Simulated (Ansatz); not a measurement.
**CuRu: one candidate structure**

Aim: relax CuRu from this start, caesium chloride type (Pm-3m, No. 221), and see where it ends.

Computed with Ansatz 0.2.0 (DFT r2SCAN, scalar-relativistic, plane waves, PAW, unless a step's input says otherwise).

## (1) The structure to begin with

Symmetry: Pm-3m, No. 221, cubic system. Conventional cell: a = 2.979 Å, b = 2.979 Å, c = 2.979 Å, α = 90.00°, β = 90.00°, γ = 90.00°. Around Cu (site symmetry m-3m) lie 8 Ru at 2.58 Å. Ru (site symmetry m-3m) is surrounded by 8 Cu at 2.58 Å.

Coordinates:

```
CELL_PARAMETERS angstrom
2.97901 0.00000 0.00000
0.00000 2.97901 0.00000
0.00000 0.00000 2.97901
ATOMIC_POSITIONS crystal
Cu 0.00000 0.00000 0.00000
Ru 0.50000 0.50000 0.50000
```

(A quick probe on a coarse mesh, which set the mesh and smearing, is not shown.)

## (3) Coarse relaxation

Contents of input.yaml:

```yaml
crystal:
  lattice:
    - [2.9790144876, 0.0, 0.0]
    - [0.0, 2.9790144876, 0.0]
    - [0.0, 0.0, 2.9790144876]
  atoms:
    - { symbol: Cu, position: [0.0, 0.0, 0.0] }
    - { symbol: Ru, position: [0.5, 0.5, 0.5] }
basis:
  ecutwfc: 500
kpoints:
  mp_grid: { grid: [6, 6, 6] }
hamiltonian:
  xc: r2scan
scf:
  occupations: { method: gaussian, width: 0.1 }
  lower_state_search: "off"
output:
  forces: true
  stress: true
  eigenvalues: true
relax:
  adjacent_minimum: "off"
  f_tol: 0.04
  max_steps: 70
  cell: { stress_tol: 0.4 }
```

Run with:

```console
$ ansatz run input.yaml --threads 1 --pin off --max-ram 2560MiB --backend cpu --events-out ev --progress --plain --runs-dir out
```

Further runs follow: the relaxation.

What does the calculation give?

The runs gave:

Formation energies count from the elements, computed with the same settings in runs not shown here.

| quantity | value |
| --- | --- |
| cell | a = 2.926 Å, b = 2.926 Å, c = 2.926 Å, α = 90.00°, β = 90.00°, γ = 90.00° |
| space group | Pm-3m (No. 221) |
| volume | 12.53 Å³/atom |
| gap on the mesh | none (metal) |
| formation energy from the elements | +0.450 eV/atom |

**Reading.** The space group stayed Pm-3m, and from the first guess the volume went from 13.22 to 12.53 Å³/atom. The formation energy of +0.45 eV/atom is positive, so the elements lie lower than this structure; another structure of the compound can lie lower.
